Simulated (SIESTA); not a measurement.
Input of a SIESTA 5.4.2 run:

The input NiMoIrPdW.fdf:

```
SystemName                      NiMoIrPdW
SystemLabel                     NiMoIrPdW
NumberOfSpecies                 5
NumberOfAtoms                   5
%block ChemicalSpeciesLabel
  1  28 Ni
  2  42 Mo
  3  46 Pd
  4  77 Ir
  5  74 W
%endblock ChemicalSpeciesLabel

LatticeConstant                 1.0 Ang
%block LatticeVectors
     4.1467000000     0.0000000000     0.0000000000
    -2.0733500000     3.5911500000     0.0000000000
     0.0000000000     0.0000000000     5.4162900000
%endblock LatticeVectors
AtomicCoordinatesFormat         Fractional
%block AtomicCoordinatesAndAtomicSpecies
     0.0000000000     0.0000000000     0.0222100000  1  Ni
     0.6666700000     0.3333300000     0.4599600000  2  Mo
     0.3333300000     0.6666700000     0.7460100000  3  Pd
     0.3333300000     0.6666700000     0.2564100000  4  Ir
     0.6666700000     0.3333300000     0.9998500000  5  W
%endblock AtomicCoordinatesAndAtomicSpecies

%block kgrid.MonkhorstPack
    7   0   0  0.0
    0   7   0  0.0
    0   0   5  0.0
%endblock kgrid.MonkhorstPack
XC.Functional                   GGA
XC.Authors                      PBE
PAO.BasisSize                   SZP
PAO.EnergyShift                 0.003 Ry
Mesh.Cutoff                     800 Ry
Spin                            polarized
%block DM.InitSpin
    1   1.000
    2   1.000
    3   0.000
    4   0.600
    5   0.000
%endblock DM.InitSpin
OccupationFunction              FD
ElectronicTemperature           0.05 eV
MaxSCFIterations                200
SCF.MustConverge                false
SCF.Mixer.Method                Pulay
SCF.Mixer.Weight                0.1
SCF.Mixer.History               10
SCF.DM.Tolerance                5.0e-05
SCF.H.Tolerance                 1.0e-03 eV
WriteForces                     true
Charge.Mulliken                 end
BandLinesScale                  ReciprocalLatticeVectors
%block BandLines
    1    0.000000   0.000000   0.000000  \Gamma
   11    0.500000   0.000000   0.000000  M
    6    0.333333   0.333333   0.000000  K
   12    0.000000   0.000000   0.000000  \Gamma
    7    0.000000   0.000000   0.500000  A
   11    0.500000   0.000000   0.500000  L
    6    0.333333   0.333333   0.500000  H
   12    0.000000   0.000000   0.500000  A
    1    0.500000   0.000000   0.500000  L
    7    0.500000   0.000000   0.000000  M
    1    0.333333   0.333333   0.000000  K
    7    0.333333   0.333333   0.500000  H
%endblock BandLines
Diag.ParallelOverK              true
```

Potentials or basis: PseudoDojo 0.4 standard (PBE files), SZP (energy shift 0.003 Ry).

Launch:

```bash
$ mpirun -n 4 siesta NiMoIrPdW.fdf > NiMoIrPdW.out 2>&1
```

Task: Predict the pressure.

Result: 4.9 GPa.

Task: Estimate the band gap on the k mesh.

Result: None (metal or under the smearing width).

Task: Predict the largest force.

Result: 0.847 eV/Å.

Forces on the atoms (eV/Å):
```
Ni   0.000  0.000 -0.280
Mo   0.000  0.000  0.847
Pd   0.000  0.000 -0.167
Ir   0.001  0.000  0.447
W   -0.001  0.000 -0.842
```

Caveat: short orbitals over semicore shells can move pressures by several GPa; the valence orbitals were made in a potential fitted to the semicore shell under them, which widens gaps by tenths of an eV or more; spin-orbit coupling is left out, which moves the levels of the heavy elements; the basis of atomic orbitals isn't converged, which shifts pressures, moduli and gaps.
